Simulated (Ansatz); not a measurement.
**NaLaMnMoO6 in Ansatz: convergence with k mesh**

Input of the first run (k mesh 2 × 2 × 2); the others differ in this setting and in those tied to it:

File input.yaml:

```yaml
crystal:
  lattice:
    - [4.97775, -2.88146, 0.02055]
    - [4.97775, 2.88146, 0.02055]
    - [-3.06086, 0.0, 4.59785]
  atoms:
    - { symbol: Na, position: [0.99482, 0.99482, 0.49994] }
    - { symbol: La, position: [0.75307, 0.75307, 0.78825] }
    - { symbol: Mn, position: [0.25016, 0.25016, 0.19811], spin: 4.0 }
    - { symbol: Mo, position: [0.49867, 0.49867, 0.99722], spin: 1.0 }
    - { symbol: O, position: [0.30338, 0.30338, 0.61396] }
    - { symbol: O, position: [0.32902, 0.8285, 0.87649] }
    - { symbol: O, position: [0.19558, 0.6363, 0.15354] }
    - { symbol: O, position: [0.6363, 0.19558, 0.15354] }
    - { symbol: O, position: [0.8285, 0.32902, 0.87649] }
    - { symbol: O, position: [0.7105, 0.7105, 0.34246] }
hamiltonian:
  xc: pbe
  pseudopotentials: { kind: paw }
magnetization:
  spin_polarized: true
kpoints:
  mp_grid: { grid: [2, 2, 2] }
scf:
  occupations: { method: fermi_dirac, width: 0.05 }
output:
  forces: true
  stress: true
  eigenvalues: true
```

Potentials or basis: Ansatz PAW.

Run with:

```sh
$ ansatz run input.yaml --threads 8 --pin off --max-ram 20480MiB --backend cpu --events-out ev --progress --plain --runs-dir out
```

The cell was built by a generator and needn't be a form met in nature.

Hardware: 8 threads of Arm Neoverse V1, on a shared host.

Question: The values tried are 2 × 2 × 2, 3 × 3 × 3, 3 × 3 × 4, 4 × 4 × 4, 5 × 5 × 5, 7 × 7 × 7, 8 × 8 × 8, 9 × 9 × 10, loosest first. From which on does the gap on the mesh stay within 0.01 eV of the tightest run that finished?

Answer: From 7 × 7 × 7 on.

```csv
k mesh,"energy less the tightest run, at zero smearing (meV/atom)",pressure (GPa),largest force (eV/Å),gap on the mesh (eV),SCF cycles,CPU time (s),peak memory (GiB)
2 × 2 × 2,8.06,0.05,0.056,0.892,14,13,0.61
3 × 3 × 3,0.32,0.00,0.008,0.958,15,34,0.7
3 × 3 × 4,0.25,0.00,0.007,0.943,14,44,0.73
4 × 4 × 4,-0.01,0.00,0.005,0.900,14,69,0.8
5 × 5 × 5,0.01,0.00,0.005,0.926,14,120,0.92
7 × 7 × 7,-0.01,0.00,0.005,0.914,14,310,1.4
8 × 8 × 8,0.01,0.00,0.005,0.900,14,460,1.7
9 × 9 × 10,0.00,0.00,0.005,0.906,14,720,2.3
```

Against the tightest run, the energy stays within 1 meV/atom from 3 × 3 × 3 on; the pressure stays within 0.1 GPa from 2 × 2 × 2 on; the largest force stays within 0.005 eV/Å from 3 × 3 × 3 on. Meshes of other sizes hit other points, so gaps and Fermi surfaces needn't settle smoothly. The tightest run that finished is the yardstick and may itself not be fully converged.

Caveat, for the tightest run too: odd divisions of the mesh miss points on the zone boundary, where band edges often lie, so the gap on the mesh can be too wide; the pressure holds a Pulay correction of +0.5 GPa for the finite cutoff; spin-orbit coupling is left out, which moves the levels of the heavy elements; a cell with one magnetic atom can't hold antiferromagnetic order, which such compounds often take.
